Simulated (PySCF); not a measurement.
# Cl3Mo: the cost of one run

Method: each script names its method and basis; program: PySCF 2.14.0.

3 further runs of the same task are left out: 1 for a known fault of the program, 2 that didn't finish.

### 1 The system as given

MoCl3 (quartet): 4 atoms, charge 0, spin multiplicity 4.

Bond lengths: Mo1–Cl2 2.322 Å, Mo1–Cl3 2.322 Å, Mo1–Cl4 2.322 Å. Angles: Cl2–Mo1–Cl3 120.0°, Cl2–Mo1–Cl4 120.0°, Cl3–Mo1–Cl4 120.0°.

### 2 Base script

Contents of input.py:

```python
from pyscf import gto, scf, mp

mol = gto.M(
    atom='Mo 0 0 0; Cl 2.3223 0 0; Cl -1.1611 2.0112 0; Cl -1.1612 -2.0112 0',
    basis='def2-svp',
    ecp={'Mo': 'def2-svp'},
    charge=0,
    spin=3,
    symmetry=True,
    verbose=4,
)
mf = scf.UHF(mol)
mf = mf.newton()
mf.kernel()
mp.MP2(mf, frozen=15).kernel()
mf.dip_moment()
print('orbital energies (hartree):', [e[max(0, n-3):n+3].round(4) for e, n in zip(mf.mo_energy, mol.nelec)])
```

Started as:

```console
$ OMP_NUM_THREADS=1 python input.py
```

What time and memory should one allow on 1 thread of Arm Neoverse N1, shared host?

About 5.4 s, with a peak of 0.21 GiB.
